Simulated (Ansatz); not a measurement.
**SiGeHO+ (quintet): the correlation ladder, cc-pVDZ**

An exercise on one series of results from a longer session: the logs are not shown, and one member is left open.

Program: Ansatz 0.2.0, Gaussian basis. Level of theory: cc-pVDZ, core rule «outside noble gas», up to 20 orbitals frozen. These are calculated values, not measurements.

Plan: UHF; CCSD(T) on ROHF; CCSD(T) on UHF; BCCD(T) on ROHF; CISD as a restricted active space (open shells left free, so some higher excitations enter); CCSDT(Q) on ROHF; CCSDT(Q) on UHF.

24 further runs of the same task are left out: 12 that didn't finish, 12 set aside as unsound or not needed. Runs told in other sessions of the task aren't counted.

### The geometry

The geometry is a PBE0/def2-TZVP stationary point (not a proven minimum) of the parent state, kept for this charge and spin. No spin-orbit coupling is included. The filled d shell of Ge may be among the frozen orbitals whatever the setting's name suggests.

4 atoms, charge 1, spin multiplicity 5.

Atoms are counted from 1 here; the program's logs count them from 0.

Bond lengths: Ge1–O2 1.777 Å, Ge1–H4 1.564 Å, O2–Si3 1.641 Å. Angles: O2–Ge1–H4 115.7°, Ge1–O2–Si3 150.5°.

Geometry (Å):

```xyz
4
charge 1, multiplicity 5
Ge    0.0000    0.0048    1.0212
O     0.0000   -0.3597   -0.7184
Si    0.0000    0.1377   -2.2822
H     0.0000    1.5230    1.3966
```

Set-up of the first run:

Input file in.yaml:

```yaml
crystal:
  periodic: [false, false, false]
  atoms:
    - {symbol: Ge, position_ang: [0.000000, 0.004847, 1.021232]}
    - {symbol: O, position_ang: [0.000000, -0.359730, -0.718378]}
    - {symbol: Si, position_ang: [0.000000, 0.137734, -2.282184]}
    - {symbol: H, position_ang: [0.000000, 1.522968, 1.396565]}
basis:
  gaussian: {orbitals: cc-pVDZ}
total_charge: 1
magnetization: {spin_polarized: true, initial_magnetization: 4}
hamiltonian: {xc: hf}
output: {orbitals: {seedname: orbitals}}
```

Started as:

```
> ansatz run in.yaml --threads 1 --pin off --events-out ev --progress --plain --max-ram 2393MiB
```

Among the steps run: UHF; CCSD(T) on ROHF; CCSD(T) on UHF; BCCD(T) on ROHF; CISD as a restricted active space (open shells left free, so some higher excitations enter); CCSDT(Q) on ROHF; CCSDT(Q) on UHF.

One of the session's tables, all rows but one given; the rest of the session is left out.

| method | from UCCSDT(Q) (kcal/mol) |
| --- | --- |
| UHF | +198.67 |
| RMP2 | +21.86 |
| UMP2 | +23.40 |
| RCCSD | +9.16 |
| UCCSD | +9.50 |
| RCCSD(T) | +1.92 |
| UCCSD(T) | +2.17 |
| BCCD(T) | +1.94 |
| RCCSDT | +1.04 |
| UCCSDT | ? |
| RCCSDT(Q) | +0.39 |
| UCCSDT(Q) | 0 |

Q: Estimate the row for UCCSDT from the others.

As computed: from UCCSDT(Q) (kcal/mol): +0.98. In the column «from UCCSDT(Q) (kcal/mol)» it lies between RCCSDT(Q) (+0.39) and RCCSDT (+1.04).

Not comparable, so not listed: CISD as a restricted active space (open shells left free, so some higher excitations enter) (they don't share determinant, frozen orbitals or solution with the rows shown, or repeat one).

Limits of these values: The report flags that the cluster equations may have other roots. Left out of the table: ROHF (another determinant or state than the rows shown). The program flags RCCSD(T), BCCD(T), RCCSDT(Q) as in doubt, so those rows may rest on another solution. Restricted and unrestricted rows rest on different reference determinants; a gap between their highest levels can come from leftover correlation error, from unlike frozen cores or from another state.
